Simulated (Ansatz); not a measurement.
# F₂H₄OSi₂: a ladder of functionals and wavefunction methods

Aim: compute F₂H₄OSi₂ with functionals from several rungs and with coupled cluster, and see how far each lands from CCSD(T) at the basis-set limit for the atomisation energy.

Computed with Ansatz 0.2.0, Gaussian basis. Level: functionals in def2-TZVPP, the program's frozen cores in correlated methods.

Plan: LDA (SPW92), PBE-D4, revPBE-D4, BLYP-D4, r2SCAN-D4, B97M-V, PBE0-D4, B3LYP-D4, r2SCANh-D4, r2SCAN0-D4, HSE06-D4, BHLYP-D4, CAM-B3LYP-D4, LC-ωPBE, ωB97X-V, ωB97M-V, B2PLYP, PBE-QIDH; CCSD(T)/def2-SVP; CCSD(T)/def2-TZVPP; MP2/def2-QZVPP; extrapolation to the limit; RPA on PBE.

### Step 1. Structure used throughout

An earlier PBE0-D4 in a triple-zeta def2 set relaxation fixed the geometry.

SMILES `O[SiH](F)[SiH2]F`, 9 atoms, charge 0, spin multiplicity 1.

Atoms are counted from 1 here; the program's logs count them from 0.

Bond lengths: O1–Si2 1.634 Å, O1–H6 0.959 Å, Si2–F3 1.601 Å, Si2–Si4 2.358 Å, Si2–H7 1.480 Å, Si4–F5 1.612 Å, Si4–H8 1.485 Å, Si4–H9 1.487 Å. Angles: Si2–O1–H6 118.4°, O1–Si2–F3 110.8°, O1–Si2–Si4 109.5°, O1–Si2–H7 106.2°, F3–Si2–Si4 107.8°, F3–Si2–H7 107.1°, Si4–Si2–H7 115.4°, Si2–Si4–F5 106.0°, Si2–Si4–H8 114.0°, Si2–Si4–H9 111.6°, F5–Si4–H8 108.1°, F5–Si4–H9 107.7°, H8–Si4–H9 109.2°.

### Step 2. LDA

This LDA is Slater exchange with PW92 correlation.

in.yaml reads:

```yaml
crystal:
  periodic: [false, false, false]
  atoms:
    - {symbol: O, position_ang: [0.844256, 1.766691, -0.485036]}
    - {symbol: Si, position_ang: [0.969393, 0.137753, -0.453135]}
    - {symbol: F, position_ang: [0.986743, -0.459718, -1.938460]}
    - {symbol: Si, position_ang: [-0.894005, -0.772368, 0.668268]}
    - {symbol: F, position_ang: [-2.133896, 0.202580, 0.333755]}
    - {symbol: H, position_ang: [-0.014158, 2.154901, -0.665145]}
    - {symbol: H, position_ang: [2.284576, -0.163879, 0.153839]}
    - {symbol: H, position_ang: [-1.253017, -2.143889, 0.226622]}
    - {symbol: H, position_ang: [-0.701490, -0.768270, 2.142294]}
basis:
  gaussian: {orbitals: def2-TZVPP}
hamiltonian: {xc: lda}
output: {orbitals: {seedname: orbitals}}
```

Further steps of the session: PBE-D4 (GGA); revPBE-D4 (GGA); BLYP-D4 (GGA); r2SCAN-D4 (meta-GGA); B97M-V (meta-GGA); PBE0-D4 (hybrid); B3LYP-D4 (hybrid); r2SCANh-D4 (hybrid); r2SCAN0-D4 (hybrid); HSE06-D4 (hybrid); BHLYP-D4 (hybrid); CAM-B3LYP-D4 (range-separated); LC-ωPBE-D4 (range-separated); ωB97X-V (range-separated); ωB97M-V (range-separated); B2PLYP (double hybrid); PBE-QIDH (double hybrid); CCSD(T) in def2-SVP; CCSD(T) in def2-TZVPP; MP2 in def2-QZVPP; RPA on PBE orbitals.

Q: Predict the results of all the runs planned. Wanted: atomisation energy, CCSD(T)/CBS; farthest beyond LDA; mean size of error, GGA; mean size of error, meta-GGA; mean size of error, hybrid; mean size of error, range-separated; mean size of error, double hybrid; gap, smallest and largest; T1 diagnostic.

As calculated:

| quantity | value |
| --- | --- |
| atomisation energy, CCSD(T)/CBS | 34.355 eV |
| functionals within 0.172 eV (0.5 %) | PBE-D4, CAM-B3LYP-D4, ωB97X-V |
| farthest beyond LDA | BHLYP-D4 (-1.426 eV) |
| mean size of error, GGA | 0.557 eV |
| mean size of error, meta-GGA | 0.239 eV |
| mean size of error, hybrid | 0.840 eV |
| mean size of error, range-separated | 0.227 eV |
| mean size of error, double hybrid | 0.721 eV |
| gap, smallest and largest | 4.79 eV (LDA (SPW92)), 11.95 eV (LC-ωPBE) |
| T1 diagnostic | 0.0124 |
| triples share of the correlation energy | 3.0 % |

In words: The LDA atomisation energy is off by 4.311 eV (13 %): it overbinds. PBE-D4 misses by -0.165 eV. Double hybrids carry the basis error of their MP2 part in triple zeta, and no dispersion term here, so their miss is partly the set-up's. By mean error the best rung here is range-separated (0.227 eV) and the worst beyond LDA is hybrid (0.840 eV). The gap between the best rungs is small, so their order is not settled. The mean of the hybrids holds BHLYP, with half exact exchange. Misses under about 0.172 eV are within the doubt on the reference itself, which lacks core-valence correlation, relativity and higher excitations. Hartree-Fock recovers 73 % of the binding; the rest is correlation. CCSD(T) in def2-SVP is off by -3.227 eV, so the small basis spoils what the method gains. The gap grows from 4.8 to 11.9 eV across the functionals, mostly with the share of exact exchange.
